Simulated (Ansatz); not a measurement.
# AlClH4N2: the cost of one run

Method: RKS PBE0-D4/6-31G, in Ansatz 0.2.0.

**1. The system as given**

Bond lengths: Al1–Cl2 2.230 Å, Al1–N3 1.920 Å, N3–H4 1.060 Å, N3–H5 1.060 Å, Al1–N6 1.920 Å, N6–H7 1.060 Å, N6–H8 1.060 Å. Angles: Cl2–Al1–N3 120.0°, Cl2–Al1–N6 120.0°, N3–Al1–N6 120.0°, Al1–N3–H4 120.0°, Al1–N3–H5 120.0°, H4–N3–H5 120.0°, Al1–N6–H7 120.0°, Al1–N6–H8 120.0°, H7–N6–H8 120.0°.

As a file:

```xyz
8

Al    0.0000    0.0000    0.0000
Cl    0.0000    0.0000    2.2300
N     1.6627    0.0000   -0.9600
H     2.1293   -0.9179   -1.2118
H     2.1141    0.9179   -1.2382
N    -1.6627    0.0000   -0.9600
H    -2.3316   -0.8164   -0.8614
H    -1.9118    0.8164   -1.5886
```

**2. Relaxing the start**

input.yaml

```yaml
crystal:
  periodic: [false, false, false]
  atoms:
    - { symbol: Al, position_ang: [0.0, 0.0, 0.0] }
    - { symbol: Cl, position_ang: [0.0, 0.0, 2.23] }
    - { symbol: "N", position_ang: [1.6627, 0.0, -0.96] }
    - { symbol: H, position_ang: [2.1293, -0.9179, -1.2118] }
    - { symbol: H, position_ang: [2.1141, 0.9179, -1.2382] }
    - { symbol: "N", position_ang: [-1.6627, 0.0, -0.96] }
    - { symbol: H, position_ang: [-2.3316, -0.8164, -0.8614] }
    - { symbol: H, position_ang: [-1.9118, 0.8164, -1.5886] }
basis:
  gaussian: { orbitals: "6-31G" }
hamiltonian:
  xc: pbe0
  dispersion: d4
relax:
  f_tol: 0.02
  max_steps: 40
output:
  orbitals: {}
```

On the command line:

```sh
$ ansatz run input.yaml --threads 1 --pin off --max-ram 2048MiB --backend cpu --events-out ev --progress --plain --runs-dir out
```

What time and memory should one allow on 1 thread of AMD EPYC 7B13 (Zen 3), shared host?

About 38 s, with a peak of 0.15 GiB.
